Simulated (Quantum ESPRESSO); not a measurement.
A calculation with Quantum ESPRESSO 7.5 of Na3ScTe3 (native input, structure typed inline):

File pw.in:

```
&CONTROL
  calculation = 'scf'
  prefix = 'pwscf'
  outdir = './tmp'
  pseudo_dir = './pseudo'
  tprnfor = .true.
  tstress = .true.
  disk_io = 'nowf'
/
&SYSTEM
  ibrav = 0
  nat = 7
  ntyp = 3
  ecutwfc = 60
  ecutrho = 440
  nbnd = 38
  occupations = 'smearing'
  smearing = 'fd'
  degauss = 0.00367493
/
&ELECTRONS
  conv_thr = 1.4d-09
  electron_maxstep = 120
  mixing_beta = 0.5
/
ATOMIC_SPECIES
Na    22.9898 na_pbe_v1.5.uspp.F.UPF
Sc    44.9559 Sc_ONCV_PBE-1.0.oncvpsp.upf
Te   127.6000 Te_pbe_v1.uspp.F.UPF
CELL_PARAMETERS angstrom
   3.1517111100    1.8196412600    5.4142804400
  -3.1517111100    1.8196412600    5.4142804400
   0.0000000000   -3.6392825200    5.4142804400
ATOMIC_POSITIONS crystal
Na     0.5000000000    0.0000000000    0.0000000000
Na     0.0000000000    0.0000000000    0.5000000000
Na     0.0000000000    0.5000000000    0.0000000000
Sc     0.0000000000    0.0000000000    0.0000000000
Te     0.0000000000    0.5000000000    0.5000000000
Te     0.5000000000    0.5000000000    0.0000000000
Te     0.5000000000    0.0000000000    0.5000000000
K_POINTS automatic
5 5 5 0 0 0
```

Potentials or basis: SSSP 1.3 efficiency PBE.

The run is started by

```sh
$ OMP_NUM_THREADS=1 pw.x -in pw.in > pw.out
```

The cell was built by a generator and needn't be a form met in nature.

Problem. Write the same calculation in another form: ASE script, Cartesian positions.

Solution. As run:

run.py

```python
import numpy as np
from ase.calculators.espresso import Espresso, EspressoProfile
from ase.io import read

atoms = read('Na3ScTe3.xyz')

input_data = {
    'control': {'calculation': 'scf', 'prefix': 'pwscf', 'outdir': './tmp', 'tprnfor': True, 'tstress': True, 'disk_io': 'nowf'},
    'system': {'ecutwfc': 60.0, 'ecutrho': 440.0, 'nbnd': 38, 'occupations': 'smearing', 'smearing': 'fd', 'degauss': 0.00367493},
    'electrons': {'conv_thr': 1.4e-09, 'electron_maxstep': 120, 'mixing_beta': 0.5},
}
pseudopotentials = {'Sc': 'Sc_ONCV_PBE-1.0.oncvpsp.upf', 'Na': 'na_pbe_v1.5.uspp.F.UPF', 'Te': 'Te_pbe_v1.uspp.F.UPF'}
profile = EspressoProfile(command='pw.x', pseudo_dir='pseudo')
dft = Espresso(profile=profile, input_data=input_data, pseudopotentials=pseudopotentials, kpts=(5, 5, 5), koffset=(0, 0, 0))
atoms.calc = dft

print(f'energy {atoms.get_potential_energy():.8f} eV')
print('forces (eV/A)')
print(np.round(atoms.get_forces(), 6))
print('stress (eV/A^3, Voigt)')
print(np.round(atoms.get_stress(), 8))
print(f'Fermi level {dft.get_fermi_level():.4f} eV')
```

Contents of Na3ScTe3.xyz:

```xyz
7
Lattice="3.1517111100 1.8196412600 5.4142804400 -3.1517111100 1.8196412600 5.4142804400 0.0000000000 -3.6392825200 5.4142804400" Properties=species:S:1:pos:R:3 pbc="T T T"
Na     1.5758555550      0.9098206300      2.7071402200
Na     0.0000000000     -1.8196412600      2.7071402200
Na    -1.5758555550      0.9098206300      2.7071402200
Sc     0.0000000000      0.0000000000      0.0000000000
Te    -1.5758555550     -0.9098206300      5.4142804400
Te     0.0000000000      1.8196412600      5.4142804400
Te     1.5758555550     -0.9098206300      5.4142804400
```

Potentials or basis: SSSP 1.3 efficiency PBE.

Run with:

```console
$ OMP_NUM_THREADS=1 python run.py
```

Both were run:

|  | native input, structure typed inline | ASE script, Cartesian positions |
| --- | --- | --- |
| Pressure | 5.5 GPa | 5.5 GPa |
| Band gap on the k mesh | none (metal or under the smearing width) | none (metal or under the smearing width) |

Keys that steer only the numerical path or the files written may differ.
